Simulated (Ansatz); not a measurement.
**CH2GeN (SMILES N#[C][GeH2]): UHF/STO-3G**

Aim: the energy change on altering one bond length of CH2GeN at UHF/STO-3G, from 2 runs. 

Program for the calculation: Ansatz 0.2.0.

57 further runs of the same task are left out: 57 set aside as unsound or not needed.

**1. Starting point**

The species is CH2GeN (5 atoms), meant as a doublet with charge 0. SMILES: `N#[C][GeH2]`. The coordinates come from a PBE0-D4/def2-TZVP relaxation.

Bond lengths: N1–C2 1.154 Å, C2–Ge3 1.912 Å, Ge3–H4 1.534 Å, Ge3–H5 1.534 Å. Angles: N1–C2–Ge3 175.5°, C2–Ge3–H4 108.2°, C2–Ge3–H5 108.2°, H4–Ge3–H5 114.7°.

**2. A single-point energy at UHF/STO-3G**

molecule.yaml

```yaml
crystal:
  periodic: [false, false, false]
  atoms:
    - symbol: "N"
      position_ang: [1.590700, -1.029300, 1.293200]
    - symbol: C
      position_ang: [0.838400, -0.535900, 0.570400]
    - symbol: Ge
      position_ang: [-0.315900, 0.241400, -0.740100]
    - symbol: H
      position_ang: [-1.658900, -0.498000, -0.695900]
    - symbol: H
      position_ang: [-0.404300, 1.748400, -0.468900]
basis:
  gaussian: {orbitals: STO-3G}
magnetization: {spin_polarized: true, initial_magnetization: 1}
hamiltonian: {xc: hf}
accuracy: high
output: {orbitals: {seedname: orbitals}}
```

Launch:

```bash
ansatz run molecule.yaml --threads 1 --pin off --max-ram 3480MiB --events-out events.jsonl --progress --plain --runs-dir runs
```

Standard output:

```text
Warning: RAYON_NUM_THREADS=1 ignored (pool sized by the plan → 1); use --threads N
Functional definition: HF
  name "HF"
  exchange = exact_x
  correlation = 0
464 factors; integrals over basis functions are off by at most 3.4e-9 eV
mean field evaluation 1: about -58338.6085 eV, gradient 2.2e1 eV
mean field evaluation 2: about -58338.6282 eV, gradient 2.2e1 eV
mean field evaluation 4: about -58341.6610 eV, gradient 1.9e0 eV
mean field evaluation 8: about -58341.7405 eV, gradient 3.1e-1 eV
mean field evaluation 16: about -58341.7725 eV, gradient 2.2e-8 eV
mean field evaluation 32: about -58341.7620 eV, gradient 2.9e-1 eV
mean field evaluation 64: about -58341.7330 eV, gradient 2.8e-1 eV
mean field -58341.77245939 eV, -2144.0205924090 hartree, gradient 6.4e-8 eV, S^2 0.895150; 0 other end points of the search recorded, 0 dependent functions left out
reference -58341.77245939 eV, -2144.0205924090 hartree; 24, 23 occupied and 6, 7 virtual orbitals, 464 factors
Total energy: -58341.77245939 eV, -2144.0205924090 hartree
```

Wall time 0.44 s (1 thread of Arm Neoverse V2, shared host).

**3. The distorted shape**

molecule.yaml

```yaml
crystal:
  periodic: [false, false, false]
  atoms:
    - {symbol: "N", position_ang: [2.262210, -0.659595, 1.271100]}
    - {symbol: C, position_ang: [1.509910, -0.166195, 0.548300]}
    - {symbol: Ge, position_ang: [0.355610, 0.611105, -0.762200]}
    - {symbol: H, position_ang: [-1.658900, -0.498000, -0.695900]}
    - {symbol: H, position_ang: [0.267210, 2.118105, -0.491000]}
basis:
  gaussian:
    orbitals: STO-3G
magnetization:
  spin_polarized: true
  initial_magnetization: 1
hamiltonian:
  xc: hf
accuracy: high
output: {orbitals: {seedname: orbitals}}
```

Launch:

```bash
ansatz run molecule.yaml --threads 1 --pin off --max-ram 3480MiB --events-out events.jsonl --progress --plain --runs-dir runs
```

Standard output:

```text
Warning: RAYON_NUM_THREADS=1 ignored (pool sized by the plan → 1); use --threads N
[... 4 set-up lines as earlier in the session ...]
459 factors; integrals over basis functions are off by at most 4.3e-9 eV
mean field evaluation 1: about -58334.3034 eV, gradient 2.2e1 eV
mean field evaluation 2: about -58334.3231 eV, gradient 2.2e1 eV
mean field evaluation 4: about -58337.9415 eV, gradient 2.6e0 eV
mean field evaluation 8: about -58338.5412 eV, gradient 6.2e-1 eV
mean field evaluation 16: about -58338.5508 eV, gradient 1.2e-3 eV
mean field evaluation 32: about -58334.7931 eV, gradient 1.2e1 eV
mean field evaluation 64: about -58338.4079 eV, gradient 4.7e-1 eV
mean field evaluation 96: about -58338.5289 eV, gradient 1.1e-1 eV
mean field evaluation 128: about -58334.7117 eV, gradient 7.4e0 eV
mean field -58338.55083976 eV, -2143.9022000711 hartree, gradient 2.9e-8 eV, S^2 1.151989; 3 other end points of the search recorded, 0 dependent functions left out
reference -58338.55083976 eV, -2143.9022000711 hartree; 24, 23 occupied and 6, 7 virtual orbitals, 459 factors
Total energy: -58338.55083976 eV, -2143.9022000711 hartree
```

Run time: 0.81 s. Hardware: 1 thread of Arm Neoverse V2, shared host.

**4. Summary of results**

Level: UHF/STO-3G.

| quantity | value |
| --- | --- |
| first shape: total energy | -2144.02059 Eh |
| first shape: HOMO energy (highest over α and β) | -7.70 eV |
| first shape: LUMO energy (lowest over α and β) | 4.11 eV |
| first shape: ⟨S²⟩ | 0.895 |
| distorted shape: total energy | -2143.90220 Eh |
| distorted shape: HOMO energy (highest over α and β) | -7.42 eV |
| distorted shape: LUMO energy (lowest over α and β) | 3.84 eV |
| distorted shape: ⟨S²⟩ | 1.152 |
| energy change with the Ge3–H4 bond stretched from 1.534 to 2.301 Å | 3.222 eV |

**Reading.** With the Ge3–H4 bond stretched from 1.534 to 2.301 Å the energy rises by 3.22 eV (74 kcal/mol). The first shape isn't relaxed at this level, so the change isn't measured from a minimum. The minimal basis adds a large error of its own. ⟨S²⟩ (first shape) is 0.90 where a pure doublet has 0.75: the reference is spin-contaminated. ⟨S²⟩ (distorted shape) is 1.15 where a pure doublet has 0.75: the reference is spin-contaminated.
